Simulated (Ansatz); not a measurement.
CH4BFGe, SMILES F[CH]1[BH][GeH2]1, a rigid scan of one bond length

With the Ansatz DFT code, driven from Python.

Input file `ch4bfge.xyz`:
```text
8

F    -1.93330   -0.14860    0.00030
C    -0.75810    0.49180    0.19700
B     0.13160    0.42610   -1.07420
Ge    0.62570   -0.70320    0.70820
H    -0.76050    1.46010    0.71360
H     0.43540    0.76500   -2.16420
H     1.91710   -0.16680    1.27550
H     0.43420   -2.18150    0.28800
```

Run as a notebook:

```python
import ansatz as az
import numpy as np
```

```python
config = {
    "basis_set": "def2-SVP",
    "functional": "pbe",
}

molecule = az.Crystal.molecule_from_extxyz("ch4bfge.xyz")
```

```python
symbols = [site.symbol for site in molecule.cartesian_sites]
start = np.array([site.position_ang for site in molecule.cartesian_sites])
axis = (start[4] - start[1]) / np.linalg.norm(start[4] - start[1])
moving = [4]
lengths, energies = [0.966, 1.01, 1.054, 1.097, 1.141, 1.185, 1.229, 1.295], []
for length in lengths:
    xyz = start.copy()
    xyz[moving] += (length - np.linalg.norm(start[4] - start[1])) * axis
    point = az.Crystal.molecule()
    for symbol, place in zip(symbols, xyz):
        point = point.atom(symbol, place.tolist())
    job = point.calculation().basis(gaussian=config["basis_set"]).functional(config["functional"])
    report = job.run(threads=1, pin="off").report
    energies.append(report["free_energy_ev"])
    print(f"r = {length:6.3f} A  E = {energies[-1]:.5f} eV  <S^2> = {abs(report['mean_field']['state']['spin_squared']):.3f}")

# quartic fit about the minimum
fit = np.polynomial.Polynomial.fit(lengths, np.array(energies) - min(energies), 4).convert()
roots = [r.real for r in fit.deriv().roots() if abs(r.imag) < 1e-9 and fit.deriv(2)(r.real) > 0]
r_e = min(roots, key=lambda r: abs(r - lengths[int(np.argmin(energies))]))
print(f"minimum of the fit at {r_e:.4f} A, force constant {fit.deriv(2)(r_e):.2f} eV/A^2")
```

    r =  0.966 A  E = -60985.09208 eV  <S^2> = 0.000
    r =  1.010 A  E = -60985.34139 eV  <S^2> = 0.000
    r =  1.054 A  E = -60985.48328 eV  <S^2> = 0.000
    r =  1.097 A  E = -60985.54098 eV  <S^2> = 0.000
    r =  1.141 A  E = -60985.53588 eV  <S^2> = 0.000
    r =  1.185 A  E = -60985.48104 eV  <S^2> = 0.000
    r =  1.229 A  E = -60985.38872 eV  <S^2> = 0.000
    r =  1.295 A  E = -60985.20078 eV  <S^2> = 0.000
    minimum of the fit at 1.1144 A, force constant 30.17 eV/A^2

Notes:
- These settings explore the input space; basis and method may be short of convergence.
- The rest of the molecule is held rigid at a force-field or estimated start geometry, and the basis set is modest; single-reference methods fail as a bond breaks.
- The orbitals are restricted, so S² is zero by construction.
- Run time: 16 s on 1 thread of Arm Neoverse V2, on a shared host, peak memory 0.2 GiB.
